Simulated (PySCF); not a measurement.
**HF/6-31G(d) (spherical functions) run of Si2H6SO (SMILES O[SiH2]S[SiH3])**

We compute a geometry optimisation of Si2H6SO. Input form: a Python script.

Program for the calculation: PySCF 2.14.0.

2 further runs of the same task are left out: 2 set aside as unsound or not needed.

## 1. The structure to begin with

Si2H6SO: 10 atoms, total charge 0, spin state singlet. SMILES: `O[SiH2]S[SiH3]`. The shape is that of a PBE0-D4/def2-TZVP optimisation. This is one conformer, not always the lowest. The run starts from this shape.

Bond lengths: O1–Si2 1.639 Å, Si2–S3 2.138 Å, S3–Si4 2.136 Å, O1–H5 0.959 Å, Si2–H6 1.488 Å, Si2–H7 1.476 Å, Si4–H8 1.488 Å, Si4–H9 1.484 Å, Si4–H10 1.483 Å. Some angles: O1–Si2–S3 113.1°, Si2–S3–Si4 96.9°, O1–Si2–H6 111.3°, O1–Si2–H7 105.5°, S3–Si2–H6 107.1°, S3–Si2–H7 108.1°, Si2–O1–H5 118.0°, S3–Si4–H8 110.6°, S3–Si4–H9 111.6°, S3–Si4–H10 106.6°.

## 2. A structure relaxation at HF/6-31G(d) (spherical functions)

input.xyz

```xyz
10

O     -0.787700     1.827400    -1.310100
Si     0.445400     0.756200    -1.169600
S     -0.218600    -1.256500    -0.892000
Si    -0.107300    -1.272600     1.241500
H     -1.452700     1.841800    -0.619900
H      1.321800     1.091100    -0.014900
H      1.177300     0.825700    -2.450000
H     -0.775700    -0.070900     1.809400
H      1.298800    -1.301200     1.713800
H     -0.818200    -2.492300     1.694800
```

job.py

```python
# O[SiH2]S[SiH3]
from pyscf import gto, scf
from pyscf.geomopt.geometric_solver import kernel as optimise

mol = gto.M(
    atom='input.xyz',
    verbose=3,
    spin=0,
    basis='6-31g*',
    max_memory=1860,
)

myscf = scf.RHF(mol)
myscf.conv_tol = 1e-10
converged, mol_eq = optimise(myscf, maxsteps=60, convergence_set='GAU_TIGHT')
print('converged:', converged)
print(mol_eq.tostring())

myscf.reset(mol_eq)
mol = mol_eq
myscf.kernel()
if not myscf.converged:
    myscf = myscf.newton().run(myscf.mo_coeff, myscf.mo_occ)
e_final = myscf.e_tot
print('E = %.10f Eh' % e_final)
```

Started as:

```sh
$ OMP_NUM_THREADS=1 python job.py
```

**Question.** What will come out? Wanted: total energy at the end; dipole moment; HOMO energy; LUMO energy; HOMO–LUMO gap.

**Answer.** As computed:

Level: HF/6-31G* (spherical functions).

| quantity | value |
| --- | --- |
| total energy at the end | -1053.78085 Eh |
| dipole moment | 2.13 D |
| HOMO energy | -10.24 eV |
| LUMO energy | 3.18 eV |
| HOMO–LUMO gap | 13.42 eV |

**Reading.** At the final geometry: Bond lengths: O1–Si2 1.639 Å, Si2–S3 2.150 Å, S3–Si4 2.151 Å, O1–H5 0.947 Å, Si2–H6 1.473 Å, Si2–H7 1.463 Å, Si4–H8 1.473 Å, Si4–H9 1.472 Å, Si4–H10 1.469 Å. Some angles: O1–Si2–S3 110.1°, Si2–S3–Si4 104.3°, O1–Si2–H6 112.2°, O1–Si2–H7 106.3°, S3–Si2–H6 107.2°, S3–Si2–H7 110.5°, Si2–O1–H5 119.4°, S3–Si4–H8 110.8°, S3–Si4–H9 111.0°, S3–Si4–H10 105.9°. The optimisation took 24 steps and changed the energy by -0.061 eV.
